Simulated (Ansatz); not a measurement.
# BrH₅OSi₂: up Jacob's ladder to CCSD(T)

How much do the methods differ for BrH₅OSi₂? The plan is to run it at one geometry with functionals of several rungs and with coupled cluster. The yardstick is the atomisation energy at the CCSD(T) limit.

Program: Ansatz 0.2.0, Gaussian basis. Level of theory: functionals in def2-TZVPP, the program's frozen cores in correlated methods. These are calculated values, not measurements.

Levels to be run: PBE-D4, r2SCAN-D4, PBE0-D4, B3LYP-D4, ωB97X-V, ωB97M-V, B2PLYP; CCSD(T)/def2-TZVPP; MP2/def2-QZVPP; extrapolation to the limit.

## (1) Structure used throughout

The geometry comes from an earlier relaxation with PBE0-D4 in a triple-zeta def2 set; it is a stationary point, not always the lowest conformer.

SMILES `O[SiH2][SiH2]Br`, 9 atoms, charge 0, spin multiplicity 1.

Atoms are counted from 1 here; the program's logs count them from 0.

Bond lengths: O1–Si2 1.648 Å, O1–H5 0.961 Å, Si2–Si3 2.348 Å, Si2–H6 1.490 Å, Si2–H7 1.483 Å, Si3–Br4 2.247 Å, Si3–H8 1.485 Å, Si3–H9 1.485 Å. Angles: Si2–O1–H5 116.1°, O1–Si2–Si3 108.4°, O1–Si2–H6 112.4°, O1–Si2–H7 106.9°, Si3–Si2–H6 107.8°, Si3–Si2–H7 112.3°, H6–Si2–H7 109.1°, Si2–Si3–Br4 103.2°, Si2–Si3–H8 114.8°, Si2–Si3–H9 114.8°, Br4–Si3–H8 106.7°, Br4–Si3–H9 107.4°, H8–Si3–H9 109.1°.

## (2) PBE-D4 (GGA)

The input, in.yaml:

```yaml
crystal:
  periodic: [false, false, false]
  atoms:
    - {symbol: O, position_ang: [-0.259511, 1.070857, -1.669040]}
    - {symbol: Si, position_ang: [0.630350, 0.887645, -0.294546]}
    - {symbol: Si, position_ang: [-0.028964, -1.107687, 0.753108]}
    - {symbol: Br, position_ang: [-2.263096, -1.099974, 0.515244]}
    - {symbol: H, position_ang: [-1.193147, 0.855343, -1.599796]}
    - {symbol: H, position_ang: [0.417603, 2.001478, 0.671745]}
    - {symbol: H, position_ang: [2.056262, 0.865569, -0.702889]}
    - {symbol: H, position_ang: [0.465944, -2.346516, 0.101584]}
    - {symbol: H, position_ang: [0.263159, -1.173116, 2.207493]}
basis:
  gaussian: {orbitals: def2-TZVPP}
hamiltonian: {xc: pbe, dispersion: d4}
output: {forces: true, orbitals: {seedname: orbitals}}
```

Run with:

```console
$ ansatz run in.yaml --threads 4 --pin off --events-out ev --progress --plain --max-ram 10444MiB
```

After this run come: r2SCAN-D4 (meta-GGA); PBE0-D4 (hybrid); B3LYP-D4 (hybrid); ωB97X-V (range-separated); ωB97M-V (range-separated); B2PLYP (double hybrid); CCSD(T) in def2-TZVPP; MP2 in def2-QZVPP.

Q: Predict the results of all the runs planned. Wanted: atomisation energy, CCSD(T)/CBS; farthest; mean size of error, hybrid; mean size of error, range-separated; gap, smallest and largest; T1 diagnostic; triples share of the correlation energy.

**Answer**, as computed:

```
                               quantity                                 value
        atomisation energy, CCSD(T)/CBS                             29.392 eV
    functionals within 0.294 eV (1.0 %)           r2SCAN-D4, ωB97X-V, ωB97M-V
                               farthest                    B2PLYP (-0.705 eV)
             mean size of error, hybrid                              0.482 eV
    mean size of error, range-separated                              0.124 eV
              gap, smallest and largest  4.73 eV (PBE-D4), 11.07 eV (ωB97X-V)
                          T1 diagnostic                                0.0100
triples share of the correlation energy                                 3.4 %
```

What this shows: PBE-D4 misses by -0.302 eV. Double hybrids carry the basis error of their MP2 part in triple zeta, and no dispersion term here, so their miss is partly the set-up's. Misses under about 0.294 eV are within the doubt on the reference itself, which lacks core-valence correlation, relativity and higher excitations, and its outer-core shells are covered unevenly. All levels share the lack of spin-orbit coupling, which lowers the free heavy atoms and so the true binding. Hartree-Fock recovers 73 % of the binding; the rest is correlation. The gap grows from 4.7 to 11.1 eV across the functionals, mostly with the share of exact exchange. Correlated methods include outer-core shells of Br, which these sets cover unevenly.
